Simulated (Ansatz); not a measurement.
# CH6Sn (SMILES [CH3][SnH3]): functionals against CCSD(T) at one geometry

The atoms stand at a structure displaced at random from a GFN2-xTB minimum. How far do the functionals agree with CCSD(T) there?

Computed with Ansatz 0.2.0, Gaussian basis. Level: single points in def2-TZVPP.

Cores are frozen in the correlated methods. Filled d shells of the heavier atoms are correlated. Core potentials replace the inner electrons past krypton, and spin-orbit coupling is left out. B3LYP uses VWN-RPA correlation.

### 1 The system as given

SMILES `[CH3][SnH3]`, 8 atoms, charge 0, spin multiplicity 1.

Atoms are counted from 1 here; the program's logs count them from 0.

Bond lengths: C1–Sn2 2.130 Å, C1–H3 1.095 Å, C1–H4 1.162 Å, C1–H5 0.997 Å, Sn2–H6 1.667 Å, Sn2–H7 1.822 Å, Sn2–H8 1.639 Å. Angles: Sn2–C1–H3 98.7°, Sn2–C1–H4 114.6°, Sn2–C1–H5 110.7°, H3–C1–H4 80.3°, H3–C1–H5 121.7°, H4–C1–H5 125.0°, C1–Sn2–H6 96.9°, C1–Sn2–H7 111.9°, C1–Sn2–H8 99.5°, H6–Sn2–H7 120.1°, H6–Sn2–H8 120.9°, H7–Sn2–H8 105.1°.

Coordinates:

```
C     0.96670    0.40280   -0.01020
Sn   -1.04360   -0.29660    0.06880
H     1.14680    0.26970   -1.08240
H     1.77240   -0.43420    0.02860
H     1.04630    1.29480    0.42850
H    -1.77050    1.12640   -0.40600
H    -1.27500   -1.81340   -0.91320
H    -1.09750   -0.78830    1.63160
```

### 2 CCSD(T)/def2-TZVPP

run/in.yaml

```yaml
crystal:
  periodic: [false, false, false]
  atoms:
    - {symbol: C, position_ang: [0.966700, 0.402800, -0.010200]}
    - {symbol: Sn, position_ang: [-1.043600, -0.296600, 0.068800]}
    - {symbol: H, position_ang: [1.146800, 0.269700, -1.082400]}
    - {symbol: H, position_ang: [1.772400, -0.434200, 0.028600]}
    - {symbol: H, position_ang: [1.046300, 1.294800, 0.428500]}
    - {symbol: H, position_ang: [-1.770500, 1.126400, -0.406000]}
    - {symbol: H, position_ang: [-1.275000, -1.813400, -0.913200]}
    - {symbol: H, position_ang: [-1.097500, -0.788300, 1.631600]}
basis:
  gaussian: {orbitals: def2-TZVPP}
correlation: {method: ccsd_t}
output: {forces: true}
```

The command line of these runs was not kept.

### 3 PBE0-D4/def2-TZVPP

Changes to run/in.yaml since step 2:

```diff
@@ -13,3 +13,3 @@
   gaussian: {orbitals: def2-TZVPP}
-correlation: {method: ccsd_t}
-output: {forces: true}
+hamiltonian: {xc: pbe0, dispersion: d4}
+output: {forces: true, orbitals: {seedname: orbitals}}
```

### 4 wB97M-V/def2-TZVPP

Changes to run/in.yaml since step 3:

```diff
@@ -13,3 +13,3 @@
   gaussian: {orbitals: def2-TZVPP}
-hamiltonian: {xc: pbe0, dispersion: d4}
-output: {forces: true, orbitals: {seedname: orbitals}}
+hamiltonian: {xc: {name: wB97M-V}}
+output: {forces: true}
```

### 5 r2SCAN-D4/def2-TZVPP

Changes to run/in.yaml since step 4:

```diff
@@ -13,3 +13,3 @@
   gaussian: {orbitals: def2-TZVPP}
-hamiltonian: {xc: {name: wB97M-V}}
+hamiltonian: {xc: r2scan, dispersion: d4}
 output: {forces: true}
```

### 6 PBE-D4/def2-TZVPP

Changes to run/in.yaml since step 5:

```diff
@@ -13,3 +13,3 @@
   gaussian: {orbitals: def2-TZVPP}
-hamiltonian: {xc: r2scan, dispersion: d4}
+hamiltonian: {xc: pbe, dispersion: d4}
 output: {forces: true}
```

### 7 B3LYP-D4/def2-TZVPP

Changes to run/in.yaml since step 6:

```diff
@@ -13,3 +13,3 @@
   gaussian: {orbitals: def2-TZVPP}
-hamiltonian: {xc: pbe, dispersion: d4}
+hamiltonian: {xc: {name: B3LYP}, dispersion: d4}
 output: {forces: true}
```

### 8 SPW92/def2-TZVPP

Changes to run/in.yaml since step 7:

```diff
@@ -13,3 +13,3 @@
   gaussian: {orbitals: def2-TZVPP}
-hamiltonian: {xc: {name: B3LYP}, dispersion: d4}
+hamiltonian: {xc: lda}
 output: {forces: true}
```

(Steps that only read results are left out.)

What does the calculation give? Wanted: energy less free atoms, CCSD(T)/def2-TZVPP; RMS force component; RMS force error; HOMO and LUMO, PBE0-D4; T1 diagnostic.

The runs gave:

| quantity | value |
| --- | --- |
| energy less free atoms, CCSD(T)/def2-TZVPP | -22.744 eV |
| RMS force component | 1.888 to 1.931 eV/Å over the methods |
| RMS force error | PBE0-D4 0.059, wB97M-V 0.040, r2SCAN-D4 0.060, PBE-D4 0.151, B3LYP-D4 0.114, SPW92 0.139 eV/Å |
| HOMO and LUMO, PBE0-D4 | -7.84 and -0.15 eV |
| T1 diagnostic | 0.013 |

Against CCSD(T) the functionals' energies less atoms differ by -3.232 to -0.089 eV, PBE-D4 by -0.224 eV. CCSD(T) in triple zeta still lacks some correlation energy of the bonds, so part of these gaps is its own basis error and they don't rank the functionals. The forces of wB97M-V come nearest to CCSD(T), those of PBE-D4 are farthest. Frozen-core CCSD(T) forces in triple zeta carry basis errors of their own, and this is one geometry, so small gaps rank nothing.
